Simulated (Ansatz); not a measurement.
# C₂H₄AlBr: basis-set convergence

An exercise on one series of results from a longer session: the logs are not shown, and one member is left open.

Program: Ansatz 0.2.0, Gaussian basis. Level of theory: one geometry, several basis sets. These are calculated values, not measurements.

Plan: PBE0-D4/def2-SVP; ωB97M-V/def2-SVP; PBE0-D4/def2-QZVPP; ωB97M-V/def2-QZVPP; the functionals' def2-TZVPP values are taken from earlier runs.

## Structure used throughout

All runs share one geometry, relaxed beforehand with PBE0-D4 in a triple-zeta def2 set.

SMILES `[Br][Al]1[CH2][CH2]1`, 8 atoms, charge 0, spin multiplicity 1.

Atoms are counted from 1 here; the program's logs count them from 0.

Bond lengths: Br1–Al2 2.235 Å, Al2–C3 1.889 Å, Al2–C4 1.889 Å, C3–C4 1.611 Å, C3–H5 1.089 Å, C3–H6 1.089 Å, C4–H7 1.089 Å, C4–H8 1.089 Å. Angles: Br1–Al2–C3 154.8°, Br1–Al2–C4 154.8°, C3–Al2–C4 50.5°, Al2–C3–C4 64.8°, Al2–C3–H5 122.6°, Al2–C3–H6 122.7°, C4–C3–H5 114.2°, C4–C3–H6 114.2°, H5–C3–H6 109.9°, Al2–C4–C3 64.8°, Al2–C4–H7 122.6°, Al2–C4–H8 122.7°, C3–C4–H7 114.2°, C3–C4–H8 114.2°, H7–C4–H8 109.9°.

The first run:

in.yaml

```yaml
crystal:
  periodic: [false, false, false]
  atoms:
    - {symbol: Br, position_ang: [-0.780444, -0.669524, 3.292088]}
    - {symbol: Al, position_ang: [-0.268052, -0.241293, 1.158687]}
    - {symbol: C, position_ang: [0.485569, 0.769913, -0.247662]}
    - {symbol: C, position_ang: [-0.239253, -0.597523, -0.696180]}
    - {symbol: H, position_ang: [1.556016, 0.792225, -0.445067]}
    - {symbol: H, position_ang: [0.018314, 1.671815, -0.639460]}
    - {symbol: H, position_ang: [-1.109344, -0.452047, -1.334224]}
    - {symbol: H, position_ang: [0.429393, -1.330765, -1.143981]}
basis:
  gaussian: {orbitals: def2-SVP}
hamiltonian: {xc: pbe0, dispersion: d4}
output: {orbitals: {seedname: orbitals}}
```

Launch:

```sh
ansatz run in.yaml --threads 2 --pin off --events-out ev --progress --plain --max-ram 4352MiB
```

Among the steps run: PBE0-D4 in def2-SVP; ωB97M-V in def2-SVP; PBE0-D4 in def2-QZVPP; ωB97M-V in def2-QZVPP.

One table of the session follows, with a row left open; its other results are not shown here.

It belongs to the step «Functionals by basis». 

```
functional       basis  HOMO (eV)
   PBE0-D4    def2-SVP      -6.13
   PBE0-D4  def2-TZVPP      -6.18
   PBE0-D4  def2-QZVPP      -6.18
   ωB97M-V    def2-SVP      -8.29
   ωB97M-V  def2-TZVPP          ?
   ωB97M-V  def2-QZVPP      -8.36
```

Estimate the missing values for ωB97M-V, def2-TZVPP.

**Answer.** HOMO (eV): -8.35. In the column «HOMO (eV)» it lies between ωB97M-V, def2-QZVPP (-8.36) and ωB97M-V, def2-SVP (-8.29).
